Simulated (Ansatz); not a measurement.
What does this script print? It uses the Ansatz DFT code, driven from Python.

Contents of `rb2altli6.yaml`:
```yaml
crystal:
  lattice:
    - [0.0, 6.123925, 6.123925]
    - [6.123925, 0.0, 6.123925]
    - [6.123925, 6.123925, 0.0]
  atoms:
    - { symbol: Rb, position: [0.75, 0.75, 0.75] }
    - { symbol: Rb, position: [0.25, 0.25, 0.25] }
    - { symbol: Al, position: [0.0, 0.0, 0.0] }
    - { symbol: Tl, position: [0.5, 0.5, 0.5] }
    - { symbol: I, position: [0.772636, 0.227364, 0.227364] }
    - { symbol: I, position: [0.227364, 0.227364, 0.772636] }
    - { symbol: I, position: [0.227364, 0.772636, 0.772636] }
    - { symbol: I, position: [0.227364, 0.772636, 0.227364] }
    - { symbol: I, position: [0.772636, 0.227364, 0.772636] }
    - { symbol: I, position: [0.772636, 0.772636, 0.227364] }
kpoints:
  mp_grid: { grid: [3, 3, 3] }
hamiltonian:
  xc: lda
scf:
  occupations: { method: fixed }
basis:
  ecutwfc: "420 eV"
output:
  forces: true
```

Script `run_yaml_run.py`:
```python
"""Run a YAML input for Rb2AlTlI6 from Python."""

import ansatz as az
import numpy as np
import yaml

with open("rb2altli6.yaml") as handle:
    tree = yaml.safe_load(handle)
print("sections:", list(tree))
out = az.Session.from_dict(tree).plan().execute()
r = out.report

for key in ("converged", "n_iterations", "n_electrons", "n_kpoints", "n_pw", "n_symmetry_ops", "free_energy_ev", "fermi_energy_ev"):
    print(f"{key:18s} {r[key]}")

# forces in eV per angstrom
forces = np.array(r["forces_ev_ang"])
norms = np.linalg.norm(forces, axis=1)
print("largest force {:.4f} eV/A on atom {}".format(norms.max(), norms.argmax()))
print(np.array2string(forces, precision=4, suppress_small=True))
```

```console
$ python run_yaml_run.py
sections: ['crystal', 'kpoints', 'hamiltonian', 'scf', 'basis', 'output']
converged          True
n_iterations       8
n_electrons        136.0
n_kpoints          4
n_pw               8873
n_symmetry_ops     48
free_energy_ev     -62144.797694399014
fermi_energy_ev    3.0083426523793158
largest force 0.0772 eV/A on atom 5
[[ 0.      0.     -0.    ]
 [ 0.     -0.     -0.    ]
 [ 0.      0.     -0.    ]
 [ 0.     -0.      0.    ]
 [-0.0772  0.      0.    ]
 [ 0.     -0.     -0.0772]
 [ 0.0772 -0.     -0.    ]
 [-0.     -0.0772 -0.    ]
 [ 0.      0.0772 -0.    ]
 [ 0.     -0.      0.0772]]
```

Reading the output:
- Absolute energies stand on the zero of these potentials, so only differences at equal settings mean something. A total without «per atom» is that of the cell as typed.
- An absolute Fermi energy rests on an arbitrary zero of the periodic potential and has no direct meaning.
- Spin-orbit coupling, which matters for elements this heavy, is left out.
- The structure comes from a database of computed cells and needn't be a stable or known phase.
- Timing: 4.6 s on 1 thread of Intel(R) Xeon(R) 6975P-C (Granite Rapids), with other jobs on the host, peak memory 0.71 GiB.

(Lines on the test bed's own set-up are left out of the output.)
